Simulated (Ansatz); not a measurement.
# Cs: the cost of one run

Method: DFT PBEsol, scalar-relativistic, plane waves, PAW, in Ansatz 0.2.0.

1 further run of the same task is left out (set aside as unsound or not needed).

### 1 Starting point

Symmetry: Im-3m, No. 229, cubic system. Conventional cell: a = 5.612 Å, b = 5.612 Å, c = 5.612 Å, α = 90.00°, β = 90.00°, γ = 90.00°.

Coordinates:

```cif
data_structure
_symmetry_space_group_name_H-M 'Im-3m'
_symmetry_Int_Tables_number 229
_cell_length_a 5.6120
_cell_length_b 5.6120
_cell_length_c 5.6120
_cell_angle_alpha 90.000
_cell_angle_beta 90.000
_cell_angle_gamma 90.000
_cell_volume 176.75
loop_
_atom_site_label
_atom_site_type_symbol
_atom_site_symmetry_multiplicity
_atom_site_Wyckoff_symbol
_atom_site_fract_x
_atom_site_fract_y
_atom_site_fract_z
_atom_site_occupancy
Rb1 Rb 2 a 0.00000 0.00000 0.00000 1
```

The structure comes from the Crystallography Open Database.

### 2 Substitution of an element, cell strained: Rb → Cs, first probe

The change: Cs takes all sites of Rb, and lengths are scaled by 1.065 as a first guess of the size; strain xx, yy, zz, yz, xz, xy = -2.8, -2.8, -2.8, +0.0, +0.0, +0.0 %.

The input, input.yaml:

```yaml
crystal:
  lattice:
    - [-2.9053568887, 2.9053568887, 2.9053568887]
    - [2.9053568887, -2.9053568887, 2.9053568887]
    - [2.9053568887, 2.9053568887, -2.9053568887]
  atoms:
    - { symbol: Cs, position: [0.0, 0.0, 0.0] }
basis:
  ecutwfc: 420
kpoints:
  mp_grid: { grid: [4, 4, 4] }
hamiltonian:
  xc: pbesol
scf:
  occupations: { method: gaussian, width: 0.1 }
output:
  forces: true
  stress: true
  eigenvalues: true
```

On the command line:

```
ansatz run input.yaml --threads 1 --pin off --max-ram 1331MiB --backend cpu --events-out ev --progress --plain --runs-dir out
```

Q: Estimate wall time and peak memory on 1 thread of an x86-64 CPU, shared host.

About 2.2 s, with a peak of 0.32 GiB.
